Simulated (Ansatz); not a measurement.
# H2OSTe (SMILES OS[TeH]): single points off equilibrium

The task here is to estimate one member of a computed series from the others.

Program: Ansatz 0.2.0, Gaussian basis. Level of theory: single points in def2-TZVPP. These are calculated values, not measurements.

Correlated methods freeze the cores. Filled d shells of the heavier atoms are correlated. Core potentials replace the inner electrons past krypton, and spin-orbit coupling is left out.

## The system as given

SMILES `OS[TeH]`, 5 atoms, charge 0, spin multiplicity 1.

Atoms are counted from 1 here; the program's logs count them from 0.

Bond lengths: O1–S2 1.737 Å, O1–H4 0.919 Å, S2–Te3 2.401 Å, Te3–H5 1.588 Å. Angles: S2–O1–H4 111.3°, O1–S2–Te3 102.0°, S2–Te3–H5 90.1°.

As a file:

```xyz
5
charge 0, multiplicity 1
O    -0.9221   -1.1024   -0.3278
S    -0.7860    0.3521    0.6115
Te    1.2499    1.3029   -0.2354
H    -1.6741   -1.0892   -0.8562
H     2.0790    0.5075    0.8605
```

The first run:

The input, run/in.yaml:

```yaml
crystal:
  periodic: [false, false, false]
  atoms:
    - {symbol: O, position_ang: [-0.922100, -1.102400, -0.327800]}
    - {symbol: S, position_ang: [-0.786000, 0.352100, 0.611500]}
    - {symbol: Te, position_ang: [1.249900, 1.302900, -0.235400]}
    - {symbol: H, position_ang: [-1.674100, -1.089200, -0.856200]}
    - {symbol: H, position_ang: [2.079000, 0.507500, 0.860500]}
basis:
  gaussian: {orbitals: def2-TZVPP}
correlation: {method: ccsd_t}
output: {forces: true}
```

No record of the launch command was kept for these runs.

Among the steps run: CCSD(T)/def2-TZVPP; PBE0-D4/def2-TZVPP; wB97M-V/def2-TZVPP; r2SCAN-D4/def2-TZVPP; PBE-D4/def2-TZVPP; revPBE-D4/def2-TZVPP; r2SCAN0-D4/def2-TZVPP.

One of the session's tables, all rows but one given; the rest of the session is left out.

| method | RMS force component (eV/Å) | angle to CCSD(T) forces (°) | dipole (D) |
| --- | --- | --- | --- |
| CCSD(T) | 1.266 | reference | 1.08 |
| PBE0-D4 | ? | ? | ? |
| wB97M-V | 1.311 | 6.1 | 1.13 |
| r2SCAN-D4 | 1.314 | 3.7 | 1.08 |
| PBE-D4 | 1.434 | 8.6 | 1.08 |
| revPBE-D4 | 1.421 | 10.7 | 1.08 |
| r2SCAN0-D4 | 1.282 | 10.8 | 1.10 |

Estimate the missing values for PBE0-D4.

**Answer.** RMS force component (eV/Å): 1.339; angle to CCSD(T) forces (°): 6.9; dipole (D): 1.10. In the column «RMS force component (eV/Å)» it lies between r2SCAN-D4 (1.314) and revPBE-D4 (1.421).
